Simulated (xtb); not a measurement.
# GeO (SMILES [O]=[Ge]): GFN1-xTB

We compute a geometry optimisation of GeO. 

The results are computed with xtb 6.7.1 later snapshot.

5 further runs of the same task are left out: 5 set aside as unsound or not needed.

## (1) The system as given

GeO has 2 atoms, charge 0, and is taken as a singlet. As SMILES, `[O]=[Ge]`. All atoms were displaced at random from a relaxed shape. The run starts from this shape.

Bond lengths: O1–Ge2 1.602 Å.

## (2) A structure relaxation at GFN1-xTB

File geom.xyz:

```xyz
2
start
O     -0.02724000    -0.00553000    -0.03636000
Ge     0.00470000    -0.01978000     1.56560000
```

The run is started by

```bash
$ xtb --opt vtight --chrg 0 --uhf 0 --gfn 1 -- geom.xyz | tee geom.out
```

Q: Predict the results. Wanted: total energy at the end; dipole moment; HOMO energy; LUMO energy; HOMO–LUMO gap; bond length; dispersion energy.

Answer, from the run:

At GFN1-xTB:

| quantity | value |
| --- | --- |
| total energy at the end | -6.33363 Eh |
| dipole moment | 4.13 D |
| HOMO energy | -11.25 eV |
| LUMO energy | -7.60 eV |
| HOMO–LUMO gap | 3.65 eV |
| bond length | 1.607 Å |
| dispersion energy | -0.58 kJ/mol |

What this shows: At the final geometry: Bond lengths: O1–Ge2 1.607 Å. The optimisation took 4 steps and changed the energy by -0.000 eV.
